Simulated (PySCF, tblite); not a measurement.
# C8H11ClO: geometry, infrared bands and NMR shifts

Aim: predict the infrared bands and NMR shifts of C8H11ClO (`C=C/C(C(=O)Cl)=C(\C)CC`).

The runs use tblite 0.8.0 and PySCF 2.14.0, with density-fitted response routines of our own; the level of theory stands in each step. All values are computed, except where a source is named. Atoms count from 0, in the outputs and in this text.

## (1) The molecule as given

21 atoms, charge 0, multiplicity 1; geometry from: force field or distance geometry start.

Bonds of the start (Å): C0–C1 1.32, C1–C2 1.44, C2–C3 1.46, C3–O4 1.28, C3–Cl5 1.75, C2–C6 1.35, C6–C7 1.52, C6–C8 1.45, C8–C9 1.52, C0–H10 1.09, C0–H11 1.05, C1–H12 1.11, C7–H13 1.09, C7–H14 1.11, C7–H15 1.10, C8–H16 1.17, C8–H17 1.08, C9–H18 1.11, C9–H19 1.12, C9–H20 1.09.

## (2) Relaxing the molecule with GFN2-xTB

What the job is given:

```
{"job": {"kind": "relax", "xc": "GFN2-xTB", "basis": "xTB"}, "charge": 0, "multiplicity": 1}
C      3.246700    -0.058600    -0.309000
C      1.980100    -0.424500    -0.239400
C      0.813000     0.420200    -0.275800
C      0.820400     1.874500    -0.416900
O     -0.242800     2.583100    -0.429200
Cl     2.286000     2.831100    -0.546500
C     -0.369200    -0.230200    -0.178600
C     -0.360600    -1.740000    -0.011600
C     -1.689800     0.371700    -0.239200
C     -2.491000     0.305900     1.054000
H      3.982100    -0.866500    -0.250900
H      3.638000     0.912600    -0.419600
H      1.847400    -1.518400    -0.103500
H      0.188600    -2.074400     0.862900
H     -1.434500    -2.031100     0.012900
H      0.120500    -2.169200    -0.902300
H     -2.285500    -0.384700    -0.897100
H     -1.849500     1.288800    -0.786600
H     -3.556500     0.203600     0.768600
H     -2.413100     1.273200     1.621800
H     -2.239000    -0.550200     1.685600
```

The run is started by

```bash
$ OMP_NUM_THREADS=1 python probes_run.py task.json out
```

This one command runs all jobs of the session in turn.

**Question.** This job is followed by: GFN2-xTB harmonic vibrations, gas phase; GIAO PBE0/pcSseg-1 NMR shielding, non-relativistic, gas phase. Predict these results of the whole session: strongest single infrared mode (GFN2-xTB); zero-point energy (GFN2-xTB); ¹³C shifts against TMS (PBE0/pcSseg-1); ¹H shifts against TMS (PBE0/pcSseg-1, means over atoms taken as alike); ¹⁷O shifts against H2O (PBE0/pcSseg-1); ³⁵Cl shifts against HCl (PBE0/pcSseg-1).

**Answer**, as computed:

| quantity | value |
| --- | --- |
| strongest single infrared mode (GFN2-xTB) | 1788 cm⁻¹, 340 km/mol |
| zero-point energy (GFN2-xTB) | 104.9 kcal/mol |
| ¹³C shifts against TMS (PBE0/pcSseg-1) | 177.3, 171.8, 142.4, 136.7, 132.9, 36.3, 25.3, 15.7 ppm |
| ¹H shifts against TMS (PBE0/pcSseg-1, means over atoms taken as alike) | 6.62, 5.97, 5.72, 2.48, 2.05, 1.20 ppm |
| ¹⁷O shifts against H2O (PBE0/pcSseg-1) | 586.9 ppm |
| ³⁵Cl shifts against HCl (PBE0/pcSseg-1) | 496 ppm |

Over 209 steps the energy fell by 1.118 eV; of the close pairs, C3–O4 changed most, 1.278 to 1.191 Å. All 57 modes are real, so the xTB geometry is a minimum. The strongest single mode, at 1788 cm⁻¹, moves mainly C3 and O4. Unscaled tight-binding wavenumbers are off by several per cent, some by more. Its intensities can rank the bands wrongly. H12 (hydrogen on an alkene CH) lies farthest downfield among hydrogen, at 6.62 ppm; attached to an sp2 carbon and in the plane of the double bond. At PBE0/pcSseg-1: Shielding is most anisotropic at O4 (span 896 ppm, paramagnetic term -653 ppm).
